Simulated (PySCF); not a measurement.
Molecule: SGaH5, in a box.

```
S Ga H
1.0
    12.00000    0.00000    0.00000
     0.00000   13.00000    0.00000
     0.00000    0.00000   12.00000
S Ga H
1 1 5
Direct
  0.39984 0.41085 0.52957
  0.47689 0.59513 0.50809
  0.45513 0.37660 0.61506
  0.47148 0.36355 0.45452
  0.42978 0.61806 0.38823
  0.41435 0.64085 0.61360
  0.60214 0.56002 0.52385
```

The cell isn't the ideal one: atoms moved at random, drawn with an rms of 0.05 Å.

Base run:

| Item | Value |
| --- | --- |
| Program | PySCF 2.14.0 |
| Functional | PBE |
| Potentials or basis | def2-svp (all-electron) |
| k mesh | 1 × 1 × 1 |
| Occupations | fixed |
| Spin | no spin polarisation |

Its results: gap between the frontier levels 5.26 eV.

The run is repeated on the same cell with these changes: functional from PBE to r2SCAN0. What comes out?

Gap between the frontier levels 8.00 eV.

r2SCAN0 gives the wider gap, since exact exchange removes part of the self-interaction.

Caveats: this is a molecule in a periodic box at the Γ point, so its band gap is the HOMO-LUMO gap; relativity is left out, which matters for the heavier elements; the basis of atomic orbitals isn't converged, which shifts pressures, moduli and gaps.

